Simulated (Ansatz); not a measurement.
# MoSi2 (Si2Mo-type): equation of state

One table from this session's results is given with a row withheld; the runs are named, their logs left out.

Computed with Ansatz 0.2.0 (DFT r²SCAN, scalar-relativistic, plane waves, PAW, unless a step's input says otherwise).

### Starting point

The structure is tetragonal, space group I4/mmm (No. 139). The conventional cell has a = 3.202 Å, b = 3.202 Å, c = 7.817 Å, α = 90.00°, β = 90.00°, γ = 90.00°. Around Si (site symmetry 4mm) lie 5 Si at 2.58 to 2.63 Å and 5 Mo at 2.60 to 2.62 Å. Around Mo (site symmetry 4/mmm) lie 10 Si at 2.60 to 2.62 Å.

Structure file:

```cif
data_structure
_symmetry_space_group_name_H-M 'I4/mmm'
_symmetry_Int_Tables_number 139
_cell_length_a 3.2021
_cell_length_b 3.2021
_cell_length_c 7.8168
_cell_angle_alpha 90.000
_cell_angle_beta 90.000
_cell_angle_gamma 90.000
_cell_volume 80.15
loop_
_atom_site_label
_atom_site_type_symbol
_atom_site_symmetry_multiplicity
_atom_site_Wyckoff_symbol
_atom_site_fract_x
_atom_site_fract_y
_atom_site_fract_z
_atom_site_occupancy
Si1 Si 4 e 0.00000 0.00000 0.33528 1
Mo1 Mo 2 a 0.00000 0.00000 0.00000 1
```

This cell comes from an earlier session at r²SCAN: 13.358 Å³/atom at 0.00 GPa, on a 14×14×14 mesh.

Volume factors to run: 0.980, 1.020, 0.960, 1.040, 1.070.

The first run:

input.yaml

```yaml
crystal:
  lattice:
    - [-1.5902991385, 1.5902991385, 3.8821609341]
    - [1.5902991385, -1.5902991385, 3.8821609341]
    - [1.5902991385, 1.5902991385, -3.8821609341]
  atoms:
    - { symbol: Si, position: [0.3352808695, 0.3352808695, 0.0] }
    - { symbol: Si, position: [0.6647191305, 0.6647191305, 0.0] }
    - { symbol: Mo, position: [0.0, 0.0, 0.0] }
basis:
  ecutwfc: 500
  ecutrho_ratio: 4
kpoints:
  mp_grid: { grid: [14, 14, 14] }
hamiltonian:
  xc: r2scan
scf:
  occupations: { method: gaussian, width: 0.05 }
output:
  forces: true
  stress: true
  eigenvalues: true
relax:
  f_tol: 0.01
  max_steps: 40
  cell: { stress_tol: 0.1, fix: [volume] }
```

The run is started by

```sh
$ ansatz run input.yaml --threads 4 --pin off --max-ram 7168MiB --backend cpu --events-out ev --progress --plain --runs-dir out
```

Among the steps run: At 0.980 of the relaxed volume; At 1.020 of the relaxed volume; Scaling the volume by 0.960; Volume × 1.040; Scaling the volume by 1.070.

One of the session's tables, all rows but one given; the rest of the session is left out.

It belongs to the step «Energy and pressure against volume». 

| volume (Å³/atom) | energy (meV/atom) | pressure (GPa) |
| --- | --- | --- |
| 12.824 | 15.63 | 9.73 |
| 13.091 | 3.76 | 4.60 |
| 13.358 | 0.00 | 0.00 |
| 13.625 | 3.50 | -4.13 |
| 13.892 | ? | ? |
| 14.293 | 39.28 | -12.65 |

Estimate the missing values for volume (Å³/atom) = 13.892.

Worked estimate for «energy (meV/atom)». A straight line through the neighbours (13.625, 3.50) and (14.293, 39.28) gives 3.50 + (39.28 − 3.50) × (13.892 − 13.625) / (14.293 − 13.625) = 17.80; a parabola fitted to 3 rows on both sides gives 13.17.

**Answer.** energy (meV/atom): 13.52; pressure (GPa): -7.82. In «energy (meV/atom)» the line misses by +4.28 and the parabola by -0.35.
